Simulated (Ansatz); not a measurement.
Crystal: HfRu3.

```xyz
4
Lattice="3.9558 0.0000 0.0000 0.0000 3.9558 0.0000 0.0000 0.0000 3.9558" Properties=species:S:1:pos:R:3 pbc="T T T"
Hf    0.0000    0.0000    0.0000
Ru    0.0000    1.9779    1.9779
Ru    1.9779    0.0000    1.9779
Ru    1.9779    1.9779    0.0000
```

The cell comes from a database or a generator and needn't be the stable form of this composition.

| Item | Value |
| --- | --- |
| Program | Ansatz 0.2.0 |
| Task | relaxation of cell and atoms |
| Functional | PBEsol |
| Dispersion | D3(BJ)-ATM |
| Potentials or basis | Ansatz PAW |
| Cutoff | 420 eV (not typed: the program's choice for these potentials) |
| k mesh | 7 × 7 × 7 |
| Occupations | fermi-dirac, width 0.05 eV |
| Spin | no spin polarisation |

At the start: volume 15.48 Å³/atom.

Task: How do energy, volume and symmetry change on relaxing?

Result: It ends after 5 steps and the volume is 14.57 Å³/atom (-5.9 %); space group Pm-3m (No. 221, to 0.05 Å).

Step by step:
```tsv
step	energy change (eV)	largest force (eV/Å)	volume (Å³)
1	0.0000	0.0000	61.90
2	-0.1676	0.0000	58.81
3	-0.1718	0.0000	58.29
4	-0.1718	0.0000	58.28
5	-0.1704	0.0000	58.28
```

Final structure:
```yaml
crystal:
  lattice:
    - [3.87704, 0.00000, 0.00000]
    - [0.00000, 3.87704, 0.00000]
    - [0.00000, 0.00000, 3.87704]
  atoms:
    - { symbol: Hf, position: [0.00000, 0.00000, 0.00000] }
    - { symbol: Ru, position: [0.00000, 0.50000, 0.50000] }
    - { symbol: Ru, position: [0.50000, 0.00000, 0.50000] }
    - { symbol: Ru, position: [0.50000, 0.50000, 0.00000] }
```

Caveat: the plane-wave basis is chosen anew once the cell has moved, so the energies of steps on either side of that aren't comparable; pairwise dispersion overbinds metals, which lowers pressure and volume; the PAW data sets come from PBE, with cores solved anew for the run's functional, which leaves a small shift of forces and pressure.
